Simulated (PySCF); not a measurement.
**The bond of KO+, level by level**

One job finds the state of KO+, follows it along the bond with each method and fits the curves.

The runs use PySCF 2.14.0; K def2-SVP, O def2-SVP, no relativity.

## 1. Set-up

A driver script around PySCF takes these settings:

```yaml
atoms: K, O
charge: 1
basis: K def2-SVP, O def2-SVP
Hamiltonian: no relativity
basis_functions: 38
electrons_treated: 26
masses_in_u: 38.9637, 15.9949
levels: PBE0, PBE, r²SCAN, r²SCANh, M06-2X, BLYP, HF, MP2, SCS-MP2, CCSD, CCSD(T)
grid: 80 radial by 434 angular points
occupations: held fixed by the projection of orbital angular momentum
dissociation_limit: K+ + O, each in its ground configuration
starting_distance_in_angstrom: 2.645
values_of_2S_to_try: 0, 2
```

Launch:

```console
$ OMP_NUM_THREADS=1 python dia.py task.json out
```

After this run come: The PBE0 curve of the state that the search chose; Excited determinants; PBE (GGA); r²SCAN (meta-GGA); r²SCANh (hybrid meta-GGA); M06-2X (hybrid meta-GGA); BLYP (GGA); UHF; Adding correlation.

What does the calculation give? Wanted: for each run, Re; ωe; De; μ.

The runs gave:

Lowest PBE0 solution found, without spin–orbit coupling: ³Σ⁻ (triplet), unpaired electrons π ↑↑. State 2 has its PBE0 minimum 0.20 eV higher. State 3 has its PBE0 minimum 0.78 eV higher, as a spin-mixed determinant (⟨S²⟩ = 1.00), so this is no gap between pure states. State 4 has its PBE0 minimum 0.98 eV higher, as a spin-mixed determinant (⟨S²⟩ = 1.00), so this is no gap between pure states. The other levels ran on the lowest alone.

```
      level  Re (Å)  ωe (cm⁻¹)  De (eV)  μ (D)
        UHF   3.088      104.4    0.190  -3.99
    UHF-MP2   3.070      111.2    0.230    n/a
UHF-SCS-MP2   3.080      110.2    0.228    n/a
   UHF-CCSD   3.074      111.7    0.236    n/a
UHF-CCSD(T)   3.074      112.0    0.240    n/a
        PBE   3.026      114.4    0.300  -3.69
       BLYP   3.057      110.8    0.297  -3.71
     r²SCAN   3.022      114.7    0.252  -3.78
    r²SCANh   3.013      115.2    0.245  -3.78
       PBE0   3.006      114.1    0.259  -3.75
     M06-2X   2.952      116.8    0.257  -3.69
```

De is counted to K+ + O in their ground configurations. A positive dipole points from K to O; in an ion it is taken about the centre of mass and does not tell which atom is negative.

**Reading.** The methods spread over 0.136 Å in bond length, from M06-2X to UHF. CCSD(T) can't serve as the judge here: for a weak bond in this basis it is far from its limit. Of the levels with a De here, UHF gives the least (0.190 eV) and PBE the most (0.300 eV).

Correlated steps freeze 6 core orbitals. The bond is weak, and basis-set superposition, which was not computed, may be a sizeable part of it.
